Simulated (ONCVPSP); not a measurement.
**Pseudopotential generation for erbium: ONCV, LDA (Perdew-Wang 92)**

Aim: build the potential from the settings below, then test how well it stands in for the atom: other configurations, scattering, ghost states and the plane-wave cutoff that it needs.

Program: ONCVPSP 4.0.1. Reference atom: LDA (Perdew-Wang 92), scalar-relativistic, spherical and spin-unpolarised. All values are calculated.

**1. Settings**

Typed settings, in words:

```
element                 : erbium (Er, Z = 68)
type                    : optimised norm-conserving Vanderbilt (ONCV)
frozen core             : [Kr] 4d10
valence charge          : 22
reference configuration : 4f12 5s2 5p6 6s2
partial waves           : 5s+6s: rc 1.60 bohr, ncon 3, nbas 7, qcut 7.3 1/bohr, 2 projectors; 5p: rc 1.95 bohr, ncon 5, nbas 8, qcut 8.3 1/bohr, 2 projectors, debl 2.5 Ha; d scattering state at 0.23 Ha: rc 2.05 bohr, ncon 4, nbas 7, qcut 5.3 1/bohr, 2 projectors, debl 2 Ha; 4f: rc 0.70 bohr, ncon 4, nbas 8, qcut 29 1/bohr, 1 projector
local potential         : polynomial inside 0.70 bohr (lpopt 1, dvloc0 0 Ha)
core correction         : Teter function fitted to the true core (icmod 2), fcfact 0.25
```

**2. Generation**

Input file Er.dat:

```
# ATOM AND REFERENCE CONFIGURATION
# atsym  z   nc   nv     iexc    psfile
  Er 68.00    9    4  -001012      upf
#
#   n    l    f
    1    0    2.00
    2    0    2.00
    2    1    6.00
    3    0    2.00
    3    1    6.00
    3    2   10.00
    4    0    2.00
    4    1    6.00
    4    2   10.00
    4    3   12.00
    5    0    2.00
    5    1    6.00
    6    0    2.00
#
# PSEUDOPOTENTIAL AND OPTIMIZATION
# lmax
    3
#
#   l,   rc,      ep,       ncon, nbas, qcut
    0    1.60    0.00    3    7    7.30
    1    1.95    0.00    5    8    8.30
    2    2.05    0.23    4    7    5.30
    3    0.70    0.00    4    8   29.00
#
# LOCAL POTENTIAL
# lloc, lpopt,  rc(5),   dvloc0
    4    1    0.70    0.00
#
# VANDERBILT-KLEINMAN-BYLANDER PROJECTORs
# l, nproj, debl
    0    2    3.30
    1    2    2.50
    2    2    2.00
    3    1    2.10
#
# MODEL CORE CHARGE
# icmod, fcfact, rcfact
    2    0.25    1.15
#
# LOG DERIVATIVE ANALYSIS
# epsh1, epsh2, depsh
   -3.00    5.00    0.02
#
# OUTPUT GRID
# rlmax, drl
    6.00    0.01
#
# TEST CONFIGURATIONS
# ncnf
    4
# nvcnf
#   n    l    f
    4
    4    3   12.00
    5    0    2.00
    5    1    6.00
    6    0    1.00
#
    4
    4    3   12.00
    5    0    2.00
    5    1    6.00
    6    0    0.00
#
    4
    4    3   11.00
    5    0    2.00
    5    1    6.00
    6    0    0.00
#
    5
    4    3   12.00
    5    0    2.00
    5    1    6.00
    6    0    0.00
    5    2    1.00
#
```

Started as:

```sh
$ oncvpsp.x < Er.dat > Er.out
```

What does the calculation give? Wanted: cutoffs for 1 and 0.1 mHa per electron, occupied waves; bound ghosts; GHOST(+) flags; largest miss of a reference level; largest phase difference near zero energy, channels read; rms error of d²Exc/dn², without and with the model core; projector energies reset by the program.

**Answer**, as computed:

| quantity | value |
| --- | --- |
| cutoffs for 1 and 0.1 mHa per electron, occupied waves | 278 Ha and 350 Ha |
| bound ghosts | s at -440.58 eV |
| GHOST(+) flags | p at 1 eV, d at 177 eV |
| largest miss of a reference level | 12 meV (4f) |
| largest phase difference near zero energy, channels read | 0.001 rad |
| rms error of d²Exc/dn², without and with the model core | 5.79 and 2.18 mHa |
| projector energies reset by the program | d: 0.050, 2.050 Ha |

**Reading.** It has a bound ghost (s), a state that the atom doesn't have, and that rules the file out. Close by lies the frozen 4s level (-425.0 eV). It counts as very hard, with 278 Ha needed at the looser tolerance. At the looser tolerance the 4f wave is the slowest; 5p needs 22 Ha. Near zero energy the phases of the channels with partial waves agree within 0.001 rad. The program also flags highly localised states, GHOST(+) (p, d). These are tests on the free atom; a crystal test is still owed.
